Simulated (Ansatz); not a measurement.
# BN (P6_3mc): energy and pressure against volume

An exercise on one series of results from a longer session: the logs are not shown, and one member is left open.

The COD entry's cell or inner coordinates are ideal or old and differ from later refinements, so a difference from it is no clean test against experiment.

Method: DFT PBE, scalar-relativistic, plane waves, PAW, in Ansatz 0.2.0.

The runs add the D3(BJ) dispersion term to the functional named.

## The structure to begin with

The structure is hexagonal, space group P6_3mc (No. 186). The conventional cell has a = 2.542 Å, b = 2.542 Å, c = 4.204 Å, α = 90.00°, β = 90.00°, γ = 120.00°. B (site symmetry 3m) has 4 N at 1.56 to 1.57 Å as nearest neighbours. N (site symmetry 3m) has 4 B at 1.56 to 1.57 Å as nearest neighbours.

As a file:

```cif
data_structure
_symmetry_space_group_name_H-M 'P6_3mc'
_symmetry_Int_Tables_number 186
_cell_length_a 2.5416
_cell_length_b 2.5416
_cell_length_c 4.2036
_cell_angle_alpha 90.000
_cell_angle_beta 90.000
_cell_angle_gamma 120.000
_cell_volume 23.52
loop_
_atom_site_label
_atom_site_type_symbol
_atom_site_symmetry_multiplicity
_atom_site_Wyckoff_symbol
_atom_site_fract_x
_atom_site_fract_y
_atom_site_fract_z
_atom_site_occupancy
B1 B 2 b 0.66667 0.33333 0.00024 1
N1 N 2 b 0.66667 0.33333 0.37476 1
```

This cell comes from an earlier session at PBE: 5.879 Å³/atom at 0.00 GPa, on a 12×12×6 mesh.

The first run:

Input file input.yaml:

```yaml
crystal:
  lattice:
    - [2.5072943752, 0.0, 0.0]
    - [-1.2536471876, 2.1713806237, 0.0]
    - [0.0, 0.0, 4.1467608783]
  atoms:
    - { symbol: B, position: [0.6666666667, 0.3333333333, 0.0002396181] }
    - { symbol: B, position: [0.3333333333, 0.6666666667, 0.5002396181] }
    - { symbol: "N", position: [0.6666666667, 0.3333333333, 0.3747603819] }
    - { symbol: "N", position: [0.3333333333, 0.6666666667, 0.8747603819] }
basis:
  ecutwfc: 420
  ecutrho_ratio: 4
kpoints:
  mp_grid: { grid: [12, 12, 6] }
hamiltonian:
  xc: pbe
  dispersion: d3bj
scf:
  occupations: { method: gaussian, width: 0.05 }
output:
  forces: true
  stress: true
  eigenvalues: true
relax:
  f_tol: 0.01
  max_steps: 40
  cell: { stress_tol: 0.1, fix: [volume] }
```

The run is started by

```
$ ansatz run input.yaml --threads 1 --pin off --max-ram 2560MiB --backend cpu --events-out ev --progress --plain --runs-dir out
```

Steps of the session up to this table: Volume × 0.96; Volume × 1.04; Volume × 0.92; Volume × 0.88; Volume × 0.84; Volume × 0.8.

One table of the session follows, with a row left open; its other results are not shown here.

```
volume (Å³/atom)  energy above the lowest (meV/atom)  pressure (GPa)  gap on the mesh (eV)
           4.703                               393.4           127.4                  4.58
           4.939                                   ?               ?                     ?
           5.174                               122.6            61.5                  4.89
           5.409                                50.9            37.0                  5.00
           5.644                                11.9            16.8                  5.11
           5.879                                 0.0             0.0                  5.20
           6.114                                10.5           -13.9                  5.27
```

Estimate the missing values for volume (Å³/atom) = 4.939.

Worked estimate for «energy above the lowest (meV/atom)». A straight line through the neighbours (4.703, 393.4) and (5.174, 122.6) gives 393.4 + (122.6 − 393.4) × (4.939 − 4.703) / (5.174 − 4.703) = 257.7; a parabola fitted to 3 rows on both sides gives 236.5.

**Answer.** energy above the lowest (meV/atom): 233.9; pressure (GPa): 91.2; gap on the mesh (eV): 4.75. In «energy above the lowest (meV/atom)» the line misses by +23.8 and the parabola by +2.6.

To keep in mind: Other structures may be lower in enthalpy at these pressures.
